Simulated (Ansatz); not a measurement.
# C₃H₇FOSn: how energies converge with the basis set

An exercise on one series of results from a longer session: the logs are not shown, and one member is left open.

The runs use Ansatz 0.2.0, Gaussian basis; one geometry, several basis sets.

The runs, in order: PBE0-D4/def2-SVP; ωB97M-V/def2-SVP; PBE0-D4/def2-QZVPP; ωB97M-V/def2-QZVPP; the functionals' def2-TZVPP values are taken from earlier runs.

1 further run of the same task is left out (for a known fault of the program). Runs told in other sessions of the task aren't counted.

## The relaxed structure

An earlier PBE0-D4 in a triple-zeta def2 set relaxation fixed the geometry. Sn takes the def2 core potential; no spin-orbit term is included.

13 atoms, charge 0, spin multiplicity 1.

Atoms are counted from 1 here; the program's logs count them from 0.

Bond lengths: C1–C2 1.516 Å, C1–H7 1.093 Å, C1–H8 1.092 Å, C1–H9 1.093 Å, C2–C3 1.516 Å, C2–O4 1.419 Å, C2–H10 1.098 Å, C3–H11 1.092 Å, C3–H12 1.093 Å, C3–H13 1.093 Å, O4–Sn5 1.957 Å, Sn5–F6 1.953 Å. Angles: C2–C1–H7 110.2°, C2–C1–H8 110.6°, C2–C1–H9 110.8°, H7–C1–H8 108.3°, H7–C1–H9 108.6°, H8–C1–H9 108.2°, C1–C2–C3 112.0°, C1–C2–O4 108.7°, C1–C2–H10 108.9°, C3–C2–O4 108.7°, C3–C2–H10 108.9°, O4–C2–H10 109.7°, C2–C3–H11 110.6°, C2–C3–H12 110.8°, C2–C3–H13 110.2°, H11–C3–H12 108.2°, H11–C3–H13 108.3°, H12–C3–H13 108.6° and more.

Set-up of the first run:

Input file in.yaml:

```yaml
crystal:
  periodic: [false, false, false]
  atoms:
    - {symbol: C, position_ang: [-1.433926, -0.380986, 0.060347]}
    - {symbol: C, position_ang: [0.029733, -0.013016, -0.085595]}
    - {symbol: C, position_ang: [0.915452, -0.829832, 0.834885]}
    - {symbol: O, position_ang: [0.187778, 1.361216, 0.232205]}
    - {symbol: Sn, position_ang: [0.835128, 2.815072, -0.907032]}
    - {symbol: F, position_ang: [1.142273, 1.724761, -2.497494]}
    - {symbol: H, position_ang: [-1.770428, -0.192045, 1.082957]}
    - {symbol: H, position_ang: [-2.049605, 0.212427, -0.619043]}
    - {symbol: H, position_ang: [-1.592662, -1.437736, -0.168964]}
    - {symbol: H, position_ang: [0.338155, -0.190019, -1.123987]}
    - {symbol: H, position_ang: [1.964224, -0.554642, 0.704015]}
    - {symbol: H, position_ang: [0.813061, -1.897404, 0.624426]}
    - {symbol: H, position_ang: [0.641218, -0.652496, 1.877979]}
basis:
  gaussian: {orbitals: def2-SVP}
hamiltonian: {xc: pbe0, dispersion: d4}
output: {orbitals: {seedname: orbitals}}
```

Started as:

```
> ansatz run in.yaml --threads 4 --pin off --events-out ev --progress --plain --max-ram 11315MiB
```

Steps of the session up to this table: PBE0-D4 in def2-SVP; ωB97M-V in def2-SVP; PBE0-D4 in def2-QZVPP; ωB97M-V in def2-QZVPP.

One of the session's tables, all rows but one given; the rest of the session is left out.

It belongs to the step «Functionals by basis». 

```
functional       basis  HOMO (eV)  LUMO (eV)
   PBE0-D4    def2-SVP      -7.65      -2.13
   PBE0-D4  def2-TZVPP      -7.74      -2.25
   PBE0-D4  def2-QZVPP      -7.77      -2.27
   ωB97M-V    def2-SVP          ?          ?
   ωB97M-V  def2-TZVPP     -10.00      -0.54
   ωB97M-V  def2-QZVPP     -10.03      -0.60
```

Q: Estimate the row for ωB97M-V, def2-SVP from the others.

The run gave: HOMO (eV): -9.88; LUMO (eV): -0.31. In the column «HOMO (eV)» it lies between ωB97M-V, def2-TZVPP (-10.00) and PBE0-D4, def2-QZVPP (-7.77).
